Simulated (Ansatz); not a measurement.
Crystal: HfRu3.

```
CELL_PARAMETERS angstrom
3.95577 0.00000 0.00000
0.00000 3.95577 0.00000
0.00000 0.00000 3.95577
ATOMIC_POSITIONS crystal
Hf 0.00000 0.00000 0.00000
Ru 0.00000 0.50000 0.50000
Ru 0.50000 0.00000 0.50000
Ru 0.50000 0.50000 0.00000
```

The cell comes from a database or a generator and needn't be the stable form of this composition.

Program: Ansatz 0.2.0. Alike in all runs: potentials or basis Ansatz PAW; cell as given; cutoff (eV) 420.

Question: Order these runs on this cell by their pressure, lowest first.
A. level revPBE+D4; spin off; k mesh 7 × 7 × 7; smearing methfessel-paxton 0.1 eV; points for each segment of the path 14
B. level PBE+D3(BJ); spin SOC, no magnetisation; k mesh 5 × 5 × 5; smearing methfessel-paxton 0.2 eV
C. level LDA; spin off; k mesh 7 × 7 × 7; smearing gaussian 0.05 eV
D. level PBE; spin off; k mesh 7 × 7 × 7; smearing gaussian 0.02 eV

Answer: C (-15.1 GPa), B (-7.0 GPa), A (-4.8 GPa), D (-1.1 GPa).

Caveats: pairwise dispersion overbinds metals, which lowers pressure and volume (some runs); the PAW data sets come from PBE, with cores solved anew for the run's functional, which leaves a small shift of forces and pressure (some runs); so large a pressure means that the cell lies far from this level's equilibrium, or that cutoff or potentials fall short (some runs).
